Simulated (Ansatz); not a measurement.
**HfIn4SiO6 in Ansatz: the effect of functional**

Crystal: HfIn4SiO6.

```xyz
12
Lattice="5.2774 0.0000 0.0000 -2.6387 4.5704 0.0000 0.0000 0.0000 10.5590" Properties=species:S:1:pos:R:3 pbc="T T T"
Hf    2.6387    1.5234    0.0000
In    0.0000    0.0000    3.2148
In    0.0000    0.0000    7.3442
In    0.0000    3.0469    8.3331
In    0.0000    3.0469    2.2260
Si    0.0000    0.0000    0.0000
O     3.2747    3.2219    9.5002
O     1.4858    0.1234    1.0589
O     0.8498    1.2250    9.5002
O     2.0027    3.2219    1.0589
O     3.7916    0.1234    9.5002
O     4.4277    1.2250    1.0589
```

The cell was built by a generator and needn't be a form met in nature.

Alike in all runs:

* Program: Ansatz 0.2.0
* Task: single point
* Potentials or basis: Ansatz PAW
* k mesh: 3 × 3 × 1
* Occupations: fermi-dirac, width 0.05 eV
* Spin: no spin polarisation

Question: One run gave: gap on the mesh 0.23 eV; largest force 0.39 eV/Å. Which functional did it use?
A. HSE06
B. B3LYP
C. r2SCAN0
D. PBE0
E. r2SCANh

Answer: A.

```csv
functional,cutoff,gap on the mesh (eV),largest force (eV/Å)
HSE03,420 eV,0.12,0.35
r2SCANh,500 eV,0.33,0.44
r2SCAN0,500 eV,0.84,0.57
PBE0,420 eV,0.87,0.42
HSE06,420 eV,0.23,0.39
B3LYP,420 eV,0.90,0.16
```

Caveats: all runs use coarse meshes; odd divisions of the mesh miss points on the zone boundary, where band edges often lie, so the gap on the mesh can be too wide; spin-orbit coupling is left out, which moves the levels of the heavy elements; the PAW data sets come from PBE, with cores solved anew for the run's functional, which leaves a small shift of forces and pressure; the potentials were made for another functional, which shifts forces and pressure (some runs).

A k mesh can miss the band edges.

Not every run made on this cell is shown here.
